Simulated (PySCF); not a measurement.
Runs of PySCF 2.14.0 on NCGaFH. The cell holds a molecule in a box, 5 atoms: a = 12.000 Å, b = 13.000 Å, c = 12.000 Å, α = 90.00°, β = 90.00°, γ = 90.00°. 

| task | level | frozen core bands | conv_tol | exxdiv | grid for exchange and correlation | three-body dispersion term | gap on the mesh (eV) |
| --- | --- | --- | --- | --- | --- | --- | --- |
| excitation energies (Tamm-Dancoff) | PBE0 | 12 | 1e-08 Ha | ewald | Becke, atom-centred | - | 7.88 |
| atomic charges | B3LYP+D3(OP) | - | 1e-07 Ha | ewald | Becke, atom-centred | no | 7.32 |
| atomic charges | SOGGA11 | - | 1e-07 Ha | - | Becke, atom-centred | - | 5.56 |
| MP2 correlation energy | HF | 12 | 1e-08 Ha | ewald | - | - | (b) |
| atomic charges | HSE06 | - | 1e-07 Ha | ewald | Becke, atom-centred | - | (a) |
| atomic charges | r2SCAN | - | 1e-07 Ha | - | Becke, atom-centred | - | 5.91 |

Alike in all rows: potentials or basis pob-tzvp-rev2 (all-electron); no spin polarisation; cell as given; k mesh 1 × 1 × 1; smearing fixed.

Q: Estimate the missing entries.

A: (a) 7.04; (b) 14.56.

Caveats: this is a molecule in a periodic box at the Γ point, so its band gap is the HOMO-LUMO gap; relativity is left out, which matters for the heavier elements; the basis of atomic orbitals isn't converged, which shifts pressures, moduli and gaps; the basis is small and the box finite, so much correlation energy is missing and levels can be off by tenths of an eV (some runs); the iterative solver can pass over a root and still report convergence (some runs); this program's HSE differs a little from the usual definition (some runs).

A k mesh can miss the band edges, and the runs leave out spin-orbit coupling on Ga.

Runs at the PBE level aren't shown here.
